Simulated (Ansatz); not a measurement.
Hf2Pd2Se2Br2O3:

```
Hf Pd Se Br O
1.0
     3.72613    0.00000    0.00000
    -1.86306    3.22692    0.00000
     0.00000    0.00000   17.00867
Hf Pd Se Br O
2 2 2 2 3
Direct
  0.66667 0.33333 0.93385
  0.33333 0.66667 0.06615
  0.00000 0.00000 0.30298
  0.00000 0.00000 0.69702
  0.33333 0.66667 0.22649
  0.66667 0.33333 0.77351
  0.66667 0.33333 0.39862
  0.33333 0.66667 0.60138
  0.33333 0.66667 0.92689
  0.66667 0.33333 0.07311
  0.00000 0.00000 0.00000
```

The cell was built by a generator and needn't be a form met in nature.

| Quantity | Value |
| --- | --- |
| Program | Ansatz 0.2.0 |
| Task | relaxation of cell and atoms |
| Functional | revPBE |
| Potentials or basis | Ansatz PAW |
| Cutoff | 420 eV (not typed: the program's choice for these potentials) |
| k mesh | 6 × 6 × 2 |
| Occupations | fermi-dirac, width 0.05 eV |
| Spin | no spin polarisation |

At the start: volume 18.59 Å³/atom.

Where does the relaxation end?

It ends after 13 steps and the volume is 20.80 Å³/atom (+11.9 %); space group P-3m1 (No. 164, to 0.05 Å).

Step by step:
```
step  energy change (eV)  largest force (eV/Å)  volume (Å³)
   1              0.0000                0.1486       204.51
   2             -0.0327                0.0652       213.43
   3             -0.0358                0.0873       215.33
   4             -0.0376                0.0189       216.35
   5             -0.0373                0.0307       217.09
   6             -0.0369                0.0042       217.58
   7             -0.0604                0.0045       217.58
   8             -0.0608                0.0081       221.05
   9             -0.0582                0.0036       224.30
  10             -0.0673                0.0033       224.30
  11             -0.0655                0.0030       226.94
  12             -0.0635                0.0030       228.75
  13             -0.0693                0.0028       228.75
```

Final structure:
```
Hf Pd Se Br O
1.0
     3.75449    0.00000    0.00000
    -1.87724    3.25149    0.00000
     0.00000    0.00000   18.73853
Hf Pd Se Br O
2 2 2 2 3
Direct
  0.66667 0.33333 0.93963
  0.33333 0.66667 0.06037
  0.00000 0.00000 0.27563
  0.00000 0.00000 0.72437
  0.33333 0.66667 0.20603
  0.66667 0.33333 0.79397
  0.66667 0.33333 0.36340
  0.33333 0.66667 0.63660
  0.33333 0.66667 0.93339
  0.66667 0.33333 0.06661
  0.00000 0.00000 0.00000
```

Caveat: the plane-wave basis is chosen anew once the cell has moved, so the energies of steps on either side of that aren't comparable; this functional lacks dispersion, which binds the layers, so the pressure and a relaxed spacing across them are unreliable; the PAW data sets come from PBE, with cores solved anew for the run's functional, which leaves a small shift of forces and pressure.
